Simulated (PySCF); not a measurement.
# CCSDT(Q)/STO-6G run of GeH2 (SMILES [GeH2])

What is the energy change on altering one bond length of GeH2 at CCSDT(Q)/STO-6G? 

The results are computed with PySCF 2.14.0.

14 further runs of the same task are left out: 1 that didn't finish, 13 set aside as unsound or not needed.

## 1. The molecule

GeH2 has 3 atoms, charge 0, and is taken as a singlet. As SMILES, `[GeH2]`. Geometry: relaxed at PBE0-D4/def2-TZVP.

Bond lengths: Ge1–H2 1.595 Å, Ge1–H3 1.594 Å. Angles: H2–Ge1–H3 90.6°.

## 2. A single-point energy at CCSDT(Q)/STO-6G

input.xyz reads:

```xyz
3
GeH2
Ge    -0.570100     0.405100    -0.263700
H      0.783000     0.743600     0.509000
H     -0.212900    -1.148700    -0.245300
```

run.py reads:

```python
# [GeH2]
from pyscf import gto, cc

system = gto.Mole()
system.atom = 'input.xyz'
system.spin = 0
system.verbose = 3
system.charge = 0
system.basis = 'sto-6g'
system.max_memory = 1860
system.build()

mf = system.RHF()
mf.conv_tol = 1e-10
mf.kernel()
if not mf.converged:
    mf = mf.newton().run(mf.mo_coeff, mf.mo_occ)

mycc = cc.CCSDT(mf, frozen=9)
mycc.kernel()
e_bracket, e_q = mycc.ccsdt_q()
e_final = mycc.e_tot + e_q
print(f'total energy: {e_final:.8f} hartree')
```

Command:

```console
$ OMP_NUM_THREADS=1 python run.py
```

What it wrote:

```text
converged SCF energy = -2065.34710397921
_make_eris_incore_RCCSDT

WARN: A large `blksize` is being used, which may cause large memory consumption
      for storing contraction intermediates. If memory is sufficient, consider using
      `pyscf.cc.rccsdt_highm.RCCSDT` instead.

RCCSDT converged
E(RCCSDT) = -2065.400327373165   E_corr = -0.05322339395442437
E_corr(same-spin) = -0.00021397080805604
E_corr(oppo-spin) = -0.0530094231463683
_make_eris_incore_RCCSDT
total energy: -2065.40037415 hartree
```

Wall time 2.2 s (1 thread of Arm Neoverse V1, shared host); peak memory 0.12 GiB.

## 3. The distorted shape, same level

input.xyz reads:

```xyz
3
GeH2
Ge    -0.840689     0.337408    -0.418222
H      0.783000     0.743600     0.509000
H     -0.483489    -1.216392    -0.399822
```

job.py reads:

```python
from pyscf import gto, cc

system = gto.Mole()
system.atom = 'input.xyz'
system.max_memory = 1860
system.basis = 'sto-6g'
system.spin = 0
system.verbose = 3
system.build()

calc0 = system.RHF()
calc0.conv_tol = 1e-10
calc0.kernel()
if not calc0.converged:
    calc0 = calc0.newton().run(calc0.mo_coeff, calc0.mo_occ)

mycc = cc.CCSDT(calc0, frozen=9)
mycc.kernel()
e_bracket, e_q = mycc.ccsdt_q()
e_tot = mycc.e_tot + e_q
print(f'total energy: {e_tot:.8f} hartree')
```

Command:

```console
$ OMP_NUM_THREADS=1 python job.py
```

What it wrote:

```text
converged SCF energy = -2065.30109952366
_make_eris_incore_RCCSDT

WARN: A large `blksize` is being used, which may cause large memory consumption
      for storing contraction intermediates. If memory is sufficient, consider using
      `pyscf.cc.rccsdt_highm.RCCSDT` instead.

RCCSDT converged
E(RCCSDT) = -2065.366872613053   E_corr = -0.0657730893943534
E_corr(same-spin) = -0.000204012752382143
E_corr(oppo-spin) = -0.0655690766419713
_make_eris_incore_RCCSDT
total energy: -2065.36692183 hartree
```

Run time: 2.2 s. Hardware: 1 thread of Arm Neoverse V1, shared host; peak memory 0.12 GiB.

## 4. What came out

Level: CCSDT(Q)/STO-6G, 9 core orbitals frozen.

| quantity | value |
| --- | --- |
| first shape: total energy | -2065.40037 Eh |
| first shape: dipole moment (Hartree–Fock density) | 0.31 D |
| first shape: HOMO energy (Hartree–Fock orbitals) | -6.28 eV |
| first shape: LUMO energy (Hartree–Fock orbitals) | 4.66 eV |
| first shape: HOMO–LUMO gap (Hartree–Fock orbitals) | 10.93 eV |
| first shape: correlation energy (9 core orbitals frozen) | -53.3 mEh |
| first shape: T1 diagnostic | 0.006 |
| distorted shape: total energy | -2065.36692 Eh |
| distorted shape: dipole moment (Hartree–Fock density) | 0.49 D |
| distorted shape: HOMO energy (Hartree–Fock orbitals) | -6.24 eV |
| distorted shape: LUMO energy (Hartree–Fock orbitals) | 4.55 eV |
| distorted shape: HOMO–LUMO gap (Hartree–Fock orbitals) | 10.78 eV |
| distorted shape: correlation energy (9 core orbitals frozen) | -65.8 mEh |
| distorted shape: T1 diagnostic | 0.008 |
| energy change with the Ge1–H2 bond stretched from 1.595 to 1.913 Å | 0.910 eV |

In words: With the Ge1–H2 bond stretched from 1.595 to 1.913 Å the energy rises by 0.91 eV (87.8 kJ/mol). The first shape isn't relaxed at this level, so the change isn't measured from a minimum. The minimal basis adds a large error of its own. Mulliken charges (distorted shape) of the mean-field density run from -0.21 on H2 to +0.40 on Ge1.
